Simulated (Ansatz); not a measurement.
# FH₆NSSi₂: up Jacob's ladder to CCSD(T)

How much do the methods differ for FH₆NSSi₂? The plan is to run it at one geometry with functionals of several rungs and with coupled cluster. The yardstick is the atomisation energy at the CCSD(T) limit.

Program: Ansatz 0.2.0, Gaussian basis. Level of theory: functionals in def2-TZVPP, the program's frozen cores in correlated methods. These are calculated values, not measurements.

Plan: PBE-D4, r2SCAN-D4, PBE0-D4, B3LYP-D4, ωB97X-V, ωB97M-V, B2PLYP; CCSD(T)/def2-TZVPP; MP2/def2-QZVPP; extrapolation to the limit.

## (1) Structure used throughout

All runs share one geometry, relaxed beforehand with PBE0-D4 in a triple-zeta def2 set.

SMILES `N[Si](F)([SiH3])S`, 11 atoms, charge 0, spin multiplicity 1.

Atoms are counted from 1 here; the program's logs count them from 0.

Bond lengths: N1–Si2 1.696 Å, N1–H6 1.007 Å, N1–H7 1.008 Å, Si2–F3 1.606 Å, Si2–Si4 2.337 Å, Si2–S5 2.133 Å, Si4–H8 1.485 Å, Si4–H9 1.487 Å, Si4–H10 1.490 Å, S5–H11 1.344 Å. Angles: Si2–N1–H6 121.7°, Si2–N1–H7 121.5°, H6–N1–H7 112.4°, N1–Si2–F3 114.5°, N1–Si2–Si4 109.2°, N1–Si2–S5 108.7°, F3–Si2–Si4 108.0°, F3–Si2–S5 102.0°, Si4–Si2–S5 114.4°, Si2–Si4–H8 110.3°, Si2–Si4–H9 109.0°, Si2–Si4–H10 110.8°, H8–Si4–H9 109.2°, H8–Si4–H10 109.0°, H9–Si4–H10 108.4°, Si2–S5–H11 92.9°.

## (2) PBE-D4 (GGA)

File in.yaml:

```yaml
crystal:
  periodic: [false, false, false]
  atoms:
    - {symbol: N, position_ang: [-0.096434, 1.248878, 1.209657]}
    - {symbol: Si, position_ang: [0.002251, 0.643804, -0.371994]}
    - {symbol: F, position_ang: [0.961455, 1.483925, -1.348378]}
    - {symbol: Si, position_ang: [0.786861, -1.556981, -0.305117]}
    - {symbol: S, position_ang: [-1.898887, 0.872750, -1.312296]}
    - {symbol: H, position_ang: [0.602965, 1.035744, 1.902263]}
    - {symbol: H, position_ang: [-0.598754, 2.097093, 1.418956]}
    - {symbol: H, position_ang: [1.147144, -2.016909, -1.670807]}
    - {symbol: H, position_ang: [-0.280981, -2.435891, 0.242125]}
    - {symbol: H, position_ang: [1.983458, -1.665839, 0.576107]}
    - {symbol: H, position_ang: [-2.543779, 0.236425, -0.319915]}
basis:
  gaussian: {orbitals: def2-TZVPP}
hamiltonian: {xc: pbe, dispersion: d4}
output: {forces: true, orbitals: {seedname: orbitals}}
```

Command:

```
ansatz run in.yaml --threads 4 --pin off --events-out ev --progress --plain --max-ram 10444MiB
```

After this run come: r2SCAN-D4 (meta-GGA); PBE0-D4 (hybrid); B3LYP-D4 (hybrid); ωB97X-V (range-separated); ωB97M-V (range-separated); B2PLYP (double hybrid); CCSD(T) in def2-TZVPP; MP2 in def2-QZVPP.

**Question.** What will the summary of the whole plan be? Wanted: atomisation energy, CCSD(T)/CBS; farthest; mean size of error, hybrid; mean size of error, range-separated; gap, smallest and largest; T1 diagnostic; triples share of the correlation energy.

The runs gave:

| quantity | value |
| --- | --- |
| atomisation energy, CCSD(T)/CBS | 3678.1 kJ/mol |
| functionals within 18.4 kJ/mol (0.5 %) | PBE-D4, r2SCAN-D4, B3LYP-D4, ωB97M-V |
| farthest | B2PLYP (-68.2 kJ/mol) |
| mean size of error, hybrid | 31.0 kJ/mol |
| mean size of error, range-separated | 13.4 kJ/mol |
| gap, smallest and largest | 5.30 eV (PBE-D4), 11.72 eV (ωB97X-V) |
| T1 diagnostic | 0.0123 |
| triples share of the correlation energy | 3.6 % |

PBE-D4 misses by +9.5 kJ/mol. Double hybrids carry the basis error of their MP2 part in triple zeta, and no dispersion term here, so their miss is partly the set-up's. The reference freezes the cores and leaves out relativity and excitations past (T), so misses under about 18.4 kJ/mol can't be ranked. Hartree-Fock recovers 72 % of the binding; the rest is correlation. Orbital gaps span 5.3 to 11.7 eV; exact exchange widens them.
